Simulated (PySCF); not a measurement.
# C3H9BS: the cost of one run

Computed with PySCF 2.14.0, with density-fitted response routines of our own, on a single molecule in the gas phase. Atoms are numbered from 0 throughout.

## Step 1: The molecule as given

14 atoms, charge 0, multiplicity 1; geometry from: PBE0-D3(BJ)/def2-SVP.

Bonds of the start (Å): C0–B1 1.57, B1–C2 1.57, B1–C3 1.58, C3–S4 1.82, C0–H5 1.11, C0–H6 1.10, C0–H7 1.10, C2–H8 1.10, C2–H9 1.11, C2–H10 1.10, C3–H11 1.11, C3–H12 1.10, S4–H13 1.35.

## Step 2: Ultraviolet spectrum: HF/def2-SVPD

The job: settings as JSON, then the geometry in Å.

```
{"job": {"kind": "uv", "xc": "HF", "basis": "def2-SVPD", "ip": true}, "charge": 0, "multiplicity": 1}
C     -1.496617    -1.017682     0.110850
B     -0.322951     0.018868     0.269901
C     -0.582794     1.554811     0.425428
C      1.154641    -0.551137     0.234160
S      2.379827     0.537942     1.016462
H     -1.405385    -1.507745    -0.876461
H     -2.504708    -0.583943     0.177144
H     -1.409566    -1.835250     0.846774
H     -1.561349     1.886899     0.048141
H     -0.585481     1.745069     1.518379
H      0.220313     2.189101     0.019706
H      1.370993    -0.635306    -0.850358
H      1.212764    -1.571224     0.644892
H      3.482042    -0.187296     0.725979
```

With the program's defaults for keys left out, this is: TDDFT HF/def2-SVPD, vertical, gas phase, core orbitals frozen in the response.

Launch:

```
> OMP_NUM_THREADS=1 python probes_run.py task.json out
```

One launch serves the whole session: the jobs run in the order shown.

Q: Estimate the wall time and peak memory of this first job on 1 thread of Arm Neoverse V1, shared host.

About 9.5 s, with a peak of 0.74 GiB.
